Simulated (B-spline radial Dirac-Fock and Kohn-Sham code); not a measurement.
# An X-ray data sheet for Pm⁺, step by step

Aim: for the Pm⁺ ion, compute its X-ray form factor and Compton profile, the binding energy of each subshell and how cheaper methods do for the levels.

Program: B-spline radial Dirac-Fock and Kohn-Sham code, version 3. Model: a free atom or ion on a radial basis; each step names its model. All values are calculated, but those marked as tabulated.

### 1 The system

Pm⁺, [Xe] 4f4 6s1 6p1 (an excited configuration).

* nuclear charge: 61
* electrons: 60
* mass number: 145
* nuclear rms radius: 4.962 fm

Outer shells as boxes (Hund's rule, for the drawing alone; heavy ions are jj-coupled, and the calculation averages over the configuration):

```
[Xe] core
4f [↑ ][↑ ][↑ ][↑ ][  ][  ][  ]
6s [↑ ]
6p [↑ ][  ][  ]
```

### 2 X-ray scattering functions

Model: Dirac-Fock average of configuration, finite nucleus; form factor of the spherical density, Waller-Hartree incoherent function, impulse-approximation Compton profiles.

Settings, as recorded:

```ini
task = scatter
Z = 61
charge = 1
configuration = 1s2 2s2 2p6 3s2 3p6 3d10 4s2 4p6 4d10 4f4 5s2 5p6 6s1 6p1
mass_number = 145
rms_radius = 4.962  # fm
s = [0.0, 0.05, 0.1, 0.15, 0.2, 0.25, 0.3, 0.35, 0.4, 0.45, 0.5, 0.6, 0.7, 0.8, 0.9, 1.0, 1.1, 1.2, 1.4, 1.6, 1.8, 2.0, 2.5, 3.0, 3.5, 4.0, 5.0, 6.0]  # 1/A
pz = [0, 0.1, 0.15, 0.21, 0.31, 0.46, 0.66, 0.97, 1.4, 2.1, 3.0, 4.4, 6.5, 9.4, 14.0, 20.0, 29.0, 43.0, 63.0, 92.0, 130.0]  # a.u.
photon_energy = [2000, 5000, 20000, 50000, 100000, 200000, 500000, 1000000]  # eV
```

The program writes no log. Results of the run, from its result record (rounded, main fields):

```text
{
  "status": "converged",
  "form_factor [e]": [60.0, 58.69, 55.8, 52.605, 49.38, 46.151, 43.041, 40.168, 37.582, 35.269, 33.188, 29.555, 26.463, 23.839, 21.659, 19.885, 18.45, 17.272, 15.38, 13.76, 12.231, 10.783, 7.8528, 6.1081, 5.176, 4.5918, 3.6356, 2.7812],
  "incoherent": [-1.8781e-12, 1.6372, 4.3285, 6.8638, 9.3385, 11.693, 13.915, 15.997, 17.902, 19.611, 21.144, 23.855, 26.305, 28.59, 30.729, 32.727, 34.572, 36.253, 39.105, 41.357, 43.179, 44.716, 47.782, 50.099, 51.894, 53.311, 55.353, 56.661],
  "compton_total [1/a.u.]": [10.404, 10.229, 10.015, 9.664, 8.946, 7.9197, 7.0214, 6.0178, 4.807, 3.7794, 2.9585, 1.8531, 1.0775, 0.65954, 0.32521, 0.14863, 0.057859, 0.019008, 0.00581, 0.0015137, 0.00038167],
  "shells": ["1s1/2", "2s1/2", "2p1/2", "2p3/2", "3s1/2", "3p1/2", "3p3/2", "3d3/2", "3d5/2", "4s1/2", "4p1/2", "4p3/2", "4d3/2", "4d5/2", "4f5/2", "4f7/2", "5s1/2", "5p1/2", "5p3/2", "6s1/2", "6p1/2", "6p3/2"],
  "occupation": [2.0, 2.0, 2.0, 4.0, 2.0, 2.0, 4.0, 4.0, 6.0, 2.0, 2.0, 4.0, 4.0, 6.0, 1.7143, 2.2857, 2.0, 2.0, 4.0, 1.0, 0.33333, 0.66667],
  "mean_momentum [a.u.]": [58.791, 20.925, 27.851, 25.771, 10.433, 12.469, 11.857, 14.204, 13.976, 5.2229, 5.817, 5.5679, 5.9443, 5.8526, 5.1777, 5.1344, 2.0657, 2.1471, 2.0344, 0.69917, 0.66642, 0.64632],
  "r2 [bohr^2]": 77.999,
  "r_inverse [1/bohr]": 401.49,
  "r1 [bohr]": 41.813,
  "coherent [b]": [2038.1, 1401.8, 379.64, 102.64, 32.653, 9.4517, 1.6695, 0.43004],
  "incoherent_cross_section [b]": [3.0349, 7.8524, 19.689, 25.482, 25.913, 23.013, 17.049, 12.587],
  "radial_jk": {
    "4f": {"j0": [1.0, 0.98087, 0.92652, 0.84501, 0.74673, 0.64177, 0.53818, 0.44145, 0.35472, 0.27932, 0.21535, 0.11869, 0.056038, 0.017885, -0.003714, -0.014679, -0.019131, -0.01981, -0.016198, -0.011126, -0.0069159, -0.0039804, -0.00066216, 7.4587e-05, 0.00015023, 0.00011003, 3.8986e-05, 1.1584e-05], "j2": [0.0, 0.0076074, 0.028704, 0.058846, 0.092553, 0.12494, 0.15259, 0.17372, 0.18786, 0.19539, 0.19719, 0.18782, 0.16784, 0.14347, 0.11869, 0.095766, 0.07573, 0.058877, 0.034053, 0.018622, 0.0095511, 0.0044666, 1.135e-05, -0.00052252, -0.00038223, -0.0002221, -6.343e-05, -1.6471e-05], "j4": [0.0, 3.367e-05, 0.00049909, 0.002238, 0.0060349, 0.012207, 0.02052, 0.030349, 0.040915, 0.051469, 0.061402, 0.07782, 0.08851, 0.093544, 0.093852, 0.090633, 0.085042, 0.078047, 0.062618, 0.048017, 0.035727, 0.026041, 0.011221, 0.0046956, 0.0019689, 0.00083779, 0.00015528, 2.6301e-05], "j6": [0.0, 1.3515e-07, 7.8328e-06, 7.6234e-05, 0.00034877, 0.0010435, 0.002378, 0.0044916, 0.007409, 0.011048, 0.015252, 0.024579, 0.033906, 0.04213, 0.048634, 0.053199, 0.05588, 0.056887, 0.055031, 0.049909, 0.043337, 0.036507, 0.021924, 0.012407, 0.006887, 0.0038321, 0.0012428, 0.00043533], "r2": 1.053, "r4": 2.6723, "r6": 13.984},
    "6p": {"j0": [1.0, 0.62351, 0.096144, -0.057972, -0.018222, 0.019843, 0.024273, 0.014194, 0.0039372, -0.0020319, -0.0040142, -0.0020084, 0.0011347, 0.0025869, 0.0025046, 0.0017019, 0.00081064, 0.00014299, -0.00032778, -0.00010062, 0.00024906, 0.00045728, 0.00035375, 7.4068e-05, -1.9641e-05, 1.0725e-05, 0.00010203, 0.00010764], "j2": [0.0, 0.13778, 0.24306, 0.14495, 0.031262, -0.010581, -0.0086834, 0.0028057, 0.010275, 0.012149, 0.010487, 0.0043616, 0.00025078, -0.00098243, -0.00059249, 0.00026592, 0.00097421, 0.0013335, 0.0011871, 0.00059738, 0.00012565, -8.3243e-05, 5.7874e-05, 0.0002459, 0.00022468, 0.00012361, -1.0889e-06, -2.5502e-06], "r2": 24.799, "r4": 896.97, "r6": 45054.0}
  }
}
```

Form factor and incoherent function, every second point:

| s (1/Å) | f (e) | f / N | S(s) |
| --- | --- | --- | --- |
| 0 | 60.00 | 1.000 | 0 |
| 0.100 | 55.80 | 0.930 | 4.329 |
| 0.200 | 49.38 | 0.823 | 9.339 |
| 0.300 | 43.04 | 0.717 | 13.91 |
| 0.400 | 37.58 | 0.626 | 17.90 |
| 0.500 | 33.19 | 0.553 | 21.14 |
| 0.700 | 26.46 | 0.441 | 26.30 |
| 0.900 | 21.66 | 0.361 | 30.73 |
| 1.10 | 18.45 | 0.307 | 34.57 |
| 1.40 | 15.38 | 0.256 | 39.10 |
| 1.80 | 12.23 | 0.204 | 43.18 |
| 2.50 | 7.853 | 0.131 | 47.78 |
| 3.50 | 5.176 | 0.086 | 51.89 |
| 5.00 | 3.636 | 0.061 | 55.35 |

### 3 Hole states by ΔSCF

Model: Dirac-Fock average of configuration, Delta-SCF, finite nucleus, first-order Breit with its frequency dependence, self-energy and vacuum polarisation.

Recorded inputs:

```ini
task = binding
```

The program writes no log. Results of the run, from its result record (rounded, main fields):

```text
{
  "status": "converged",
  "shells": ["K", "L1", "L2", "L3", "M1", "M2", "M3", "M4", "M5", "N1", "N2", "N3", "N4", "N5", "N6,7", "O1", "O2", "O3", "P1", "P2,3"],
  "total_energy_parts [Ha]": [-10021.812, 9.82582593, -1.02921786, -0.122873278, 6.81374921, -1.02050253],
  "koopmans [eV]": [45464.1, 7519.21, 7102.86, 6541.01, 1702.34, 1523.38, 1407.95, 1100.99, 1076.32, 374.012, 303.68, 278.181, 160.724, 156.112, 27.2394, 65.8167, 43.7222, 39.8937, 12.5972, 8.60552],
  "dirac_coulomb [eV]": [45389.3, 7477.28, 7057.0, 6497.04, 1681.27, 1501.63, 1387.03, 1078.08, 1053.74, 365.406, 295.359, 270.336, 153.432, 148.983, 22.2383, "-", 42.0299, 38.3438, 12.444, 8.54175],
  "gaunt [eV]": [-132.902, -13.2562, -23.2614, -16.5048, -2.09407, -3.89884, -2.57343, -1.40322, -0.833971, -0.374758, -0.725069, -0.430208, -0.122585, -0.0149609, 0.145789, "-", -0.083471, -0.0399655, -0.00372816, -0.00548115],
  "retardation [eV]": [9.87535, 0.993405, 2.58496, 2.57837, 0.131545, 0.417428, 0.418911, 0.109868, 0.107408, 0.0243473, 0.0824924, 0.0815759, 0.00873075, 0.00851545, -0.0208986, "-", 0.00907162, 0.00895346, -7.94997e-05, 0.00100051],
  "breit_frequency [eV]": [1.49338, -0.136869, -0.00383653, 0.646921, -0.0356766, -0.0290087, 0.119385, -0.0176794, -0.00495883, -0.00925912, -0.00849906, 0.0247115, -0.00473887, -0.00221281, -0.00235222, "-", -0.0017287, 0.00322669, -0.000342793, 0.000195411],
  "self_energy [eV]": [-74.2069, -9.76444, 0.401528, -0.459765, -2.11144, 0.0727748, -0.0908024, 0.188697, 0.117694, -0.473224, 0.0304901, -0.00554835, 0.048198, 0.034926, 0.0270528, "-", 0.0109879, 0.00573509, -0.00977706, 0.0015719],
  "vacuum_polarisation [eV]": [11.5997, 1.41881, -0.000146937, -0.0659228, 0.296803, -0.00261411, -0.0182551, -0.0185094, -0.0179604, 0.0669048, -0.00207525, -0.0055705, -0.00500444, -0.0048792, -0.00297512, "-", -0.00108611, -0.00161021, 0.00142069, -0.000265415],
  "binding [eV]": [45205.2, 7456.54, 7036.72, 6483.24, 1677.46, 1498.19, 1384.89, 1076.94, 1053.11, 364.64, 294.737, 270.001, 153.357, 149.005, 22.3849, "-", 41.9637, 38.3202, 12.4315, 8.53877],
  "mean_radius [bohr]": [0.0231751, 0.0983587, 0.0825413, 0.0890178, 0.259135, 0.249224, 0.261539, 0.233441, 0.237308, 0.591843, 0.607777, 0.634259, 0.680726, 0.690639, 0.915174, 1.42916, 1.58426, 1.66235, 3.78633, 4.77299]
}
```

total_energy_parts: Dirac-Coulomb, Gaunt, retardation, frequency dependence, self-energy, vacuum polarisation. Blank entries are hole states that did not converge, or in which two open shells of one symmetry are about equally filled, where the average of configuration falls too low.

The binding energies by parts, in eV; the parts add up.

| level | -ε | relaxation | Breit | QED | binding |
| --- | --- | --- | --- | --- | --- |
| K (1s) | 45464.1 | -74.81 | -121.53 | -62.61 | 45205.2 |
| L1 (2s) | 7519.2 | -41.92 | -12.40 | -8.35 | 7456.5 |
| L2 (2p1/2) | 7102.9 | -45.87 | -20.68 | 0.40 | 7036.7 |
| L3 (2p3/2) | 6541.0 | -43.97 | -13.28 | -0.53 | 6483.2 |
| M1 (3s) | 1702.3 | -21.07 | -2.00 | -1.81 | 1677.5 |
| M2 (3p1/2) | 1523.4 | -21.75 | -3.51 | 0.07 | 1498.2 |
| M3 (3p3/2) | 1407.9 | -20.92 | -2.04 | -0.11 | 1384.9 |
| M4 (3d3/2) | 1101.0 | -22.90 | -1.31 | 0.17 | 1076.9 |
| M5 (3d5/2) | 1076.3 | -22.58 | -0.73 | 0.10 | 1053.1 |
| N1 (4s) | 374.0 | -8.61 | -0.36 | -0.41 | 364.6 |
| N2 (4p1/2) | 303.7 | -8.32 | -0.65 | 0.03 | 294.7 |
| N3 (4p3/2) | 278.2 | -7.85 | -0.32 | -0.01 | 270.0 |
| N4 (4d3/2) | 160.7 | -7.29 | -0.12 | 0.04 | 153.4 |
| N5 (4d5/2) | 156.1 | -7.13 | -0.01 | 0.03 | 149.0 |
| N6,7 (4f) | 27.24 | -5.00 | 0.12 | 0.02 | 22.38 |
| O2 (5p1/2) | 43.72 | -1.69 | -0.08 | 0.01 | 41.96 |
| O3 (5p3/2) | 39.89 | -1.55 | -0.03 | 0.00 | 38.32 |
| P1 (6s) | 12.60 | -0.15 | 0.00 | -0.01 | 12.43 |
| P2,3 (6p) | 8.61 | -0.06 | 0.00 | 0.00 | 8.54 |

Line energies follow by subtraction:

| line | energy (eV) |
| --- | --- |
| Kβ2' (K-N3) | 44935.2 |
| Kβ2'' (K-N2) | 44910.5 |
| Kβ1 (K-M3) | 43820.3 |
| Kβ3 (K-M2) | 43707.0 |
| Kα1 (K-L3) | 38722.0 |
| Kα2 (K-L2) | 38168.5 |
| Lγ4 (L1-O3) | 7418.2 |
| Lγ3 (L1-N3) | 7186.5 |
| Lγ2 (L1-N2) | 7161.8 |
| Lγ1 (L2-N4) | 6883.4 |
| Lγ5 (L2-N1) | 6672.1 |
| Lβ2 (L3-N5) | 6334.2 |
| Lβ15 (L3-N4) | 6329.9 |
| Lβ6 (L3-N1) | 6118.6 |

### 4 Dirac PBE, for comparison

Model: Dirac-Kohn-Sham PBE, finite nucleus, spherical and without spin polarisation.

The run's settings:

```ini
task = binding-ladder
method = pbe,pbe
relativity = dirac
```

The program writes no log. Results of the run, from its result record (rounded, main fields):

```text
{
  "status": "converged",
  "shells": ["K", "L1", "L2", "L3", "M1", "M2", "M3", "M4", "M5", "N1", "N2", "N3", "N4", "N5", "N6,7", "O1", "O2", "O3", "P1", "P2,3"],
  "minus_eigenvalue [eV]": [44990.2, 7325.34, 6937.99, 6377.81, 1610.94, 1444.82, 1332.2, 1043.4, 1019.0, 333.519, 270.244, 245.544, 141.383, 136.971, 17.0574, 54.7094, 37.1987, 33.6121, 10.4224, 6.8294],
  "delta_scf [eV]": [45421.9, 7403.11, 7036.41, 6467.22, 1635.27, 1470.5, 1356.39, 1071.57, 1046.63, 344.478, 281.023, 255.995, 151.391, 146.883, 25.3532, 60.9432, 42.9719, 39.1688, 13.2618, 9.08897],
  "total_energy [Ha]": -10026.082,
  "dirac_fock_binding [eV]": [45205.2, 7456.54, 7036.72, 6483.24, 1677.46, 1498.19, 1384.89, 1076.94, 1053.11, 364.64, 294.737, 270.001, 153.357, 149.005, 22.3849, "-", 41.9637, 38.3202, 12.4315, 8.53877]
}
```

Against the Dirac-Fock value with Breit and QED (eV):

| level | -ε | miss | ΔSCF | miss | Dirac-Fock |
| --- | --- | --- | --- | --- | --- |
| K | 44990.2 | -215.0 | 45421.9 | +216.7 | 45205.2 |
| L1 | 7325.3 | -131.2 | 7403.1 | -53.4 | 7456.5 |
| L2 | 6938.0 | -98.7 | 7036.4 | -0.3 | 7036.7 |
| L3 | 6377.8 | -105.4 | 6467.2 | -16.0 | 6483.2 |
| M1 | 1610.9 | -66.5 | 1635.3 | -42.2 | 1677.5 |
| M2 | 1444.8 | -53.4 | 1470.5 | -27.7 | 1498.2 |
| M3 | 1332.2 | -52.7 | 1356.4 | -28.5 | 1384.9 |
| M4 | 1043.4 | -33.5 | 1071.6 | -5.4 | 1076.9 |
| M5 | 1019.0 | -34.1 | 1046.6 | -6.5 | 1053.1 |
| N1 | 333.5 | -31.1 | 344.5 | -20.2 | 364.6 |
| N2 | 270.2 | -24.5 | 281.0 | -13.7 | 294.7 |
| N3 | 245.5 | -24.5 | 256.0 | -14.0 | 270.0 |
| N4 | 141.4 | -12.0 | 151.4 | -2.0 | 153.4 |
| N5 | 137.0 | -12.0 | 146.9 | -2.1 | 149.0 |
| N6,7 | 17.06 | -5.3 | 25.35 | +3.0 | 22.38 |
| O2 | 37.20 | -4.8 | 42.97 | +1.0 | 41.96 |
| O3 | 33.61 | -4.7 | 39.17 | +0.8 | 38.32 |
| P1 | 10.42 | -2.0 | 13.26 | +0.8 | 12.43 |
| P2,3 | 6.83 | -1.7 | 9.09 | +0.6 | 8.54 |

### 5 Cost and miss of the cheaper method

| method | level | eigenvalue miss (%) | ΔSCF miss (%) | time |
| --- | --- | --- | --- | --- |
| Dirac PBE | K | -0.48 | +0.48 | 16 s |
| Dirac-Fock + Breit + QED | all | - | reference | 24 s |

Times cover the ground state and all hole states of a step, on one thread of a shared host; states solved in an earlier step are reused, and a first call can include compiling.

### 6 What came out

| quantity | value |
| --- | --- |
| rms radius of the electron cloud | 1.14 bohr |
| form factor halves at | 0.59 1/Å |
| Compton profile at zero | 10.40 1/a.u. |
| deepest level listed, K (1s) | 45205.2 eV |
| least bound, P2,3 (6p) | 8.54 eV |
| Kα1 | 38722.0 eV |
| Dirac PBE, K: eigenvalue / ΔSCF | 44990.2 / 45421.9 eV |

f falls from 60 to half of that at s = 0.59 1/Å. Incoherent scattering outweighs coherent from 200 keV on, among the energies asked. For K (1s), relaxation takes off 74.8 eV, Breit terms shift it by -121.53 and QED by -62.61 eV. Dirac PBE misses the K level by -0.5 % with its eigenvalue and by +0.5 % with ΔSCF. Breit and QED terms, which only the reference holds, shift this level by tenths of a per cent, so the eigenvalue's nearness can be cancellation. The Hartree-Fock and Dirac-Fock values hold no electron correlation.
